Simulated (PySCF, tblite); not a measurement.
**C6H7FNO radical: geometry, infrared bands and EPR parameters**

Aim: predict the infrared bands and EPR parameters of C6H7FNO radical (`C[CH]c1nocc1CF`).

Computed with tblite 0.8.0 and PySCF 2.14.0, with density-fitted response routines of our own, on a single molecule in the gas phase. Atoms count from 0, in the outputs and in this text.

## (1) Starting geometry

16 atoms, charge 0, multiplicity 2; geometry from: force field or distance geometry start.

Bonds of the start (Å): C0–C1 1.51, C1–C2 1.49, C2–N3 1.35, N3–O4 1.30, O4–C5 1.28, C5–C6 1.39, C6–C7 1.47, C7–F8 1.42, C6–C2 1.38, C0–H9 1.10, C0–H10 1.13, C0–H11 1.11, C1–H12 1.08, C5–H13 1.08, C7–H14 1.07, C7–H15 1.19.

## (2) Relaxing the molecule with GFN2-xTB

Job settings and geometry (Å):

```
{"job": {"kind": "relax", "xc": "GFN2-xTB", "basis": "xTB"}, "charge": 0, "multiplicity": 2}
C      2.521300    -0.313700    -0.037000
C      1.154600    -0.841100    -0.385500
C      0.211900     0.309300    -0.252700
N      0.517500     1.606000    -0.479000
O     -0.548900     2.289500    -0.188200
C     -1.553300     1.586500     0.183000
C     -1.100600     0.268000     0.161600
C     -1.897400    -0.930600     0.484200
F     -3.111300    -1.014000    -0.243100
H      3.014800    -0.967800     0.700300
H      2.454600     0.729600     0.401300
H      3.105500    -0.330000    -0.980400
H      1.049400    -1.302100    -1.358700
H     -2.564500     1.835500     0.486800
H     -1.971400    -1.114300     1.540600
H     -1.289900    -1.801900    -0.044600
```

Run with:

```
$ OMP_NUM_THREADS=1 python probes_run.py task.json out
```

The driver reads the jobs from task.json and runs them one after another.

**Question.** This job is followed by: GFN2-xTB harmonic vibrations, gas phase; UKS B3LYP, pcH-1 on C F H N O, non-relativistic, mean-field spin-orbit, GIAO. What will the session give for the following? strongest single infrared mode (GFN2-xTB); zero-point energy (GFN2-xTB); g(iso) (B3LYP); ⟨S²⟩; largest a(iso) (averaged by class); surface potential, 1st and 99th percentile.

As calculated:

| quantity | value |
| --- | --- |
| strongest single infrared mode (GFN2-xTB) | 1005 cm⁻¹, 111 km/mol |
| zero-point energy (GFN2-xTB) | 74.0 kcal/mol |
| g(iso) (B3LYP) | 2.00336 |
| ⟨S²⟩ | 0.772 (exact 0.75) |
| largest a(iso) (averaged by class) | 13C on C1, 63.5 MHz |
| surface potential, 1st and 99th percentile | -1.55 V and 1.36 V |

In words: Over 101 steps the energy fell by 1.661 eV; of the close pairs, C1–C2 changed most, 1.493 to 1.386 Å. All 42 modes are real, so the xTB geometry is a minimum. The strongest single mode, at 1005 cm⁻¹, has its largest shares on N3, H12 and H10 (the list is cut at 3 atoms). Unscaled tight-binding wavenumbers are off by several per cent, some by more. Its intensities can rank the bands wrongly. The largest share of the spin, 0.77 e, sits on C1. The isotropic g lies 1.0 ppt above the free-electron value.
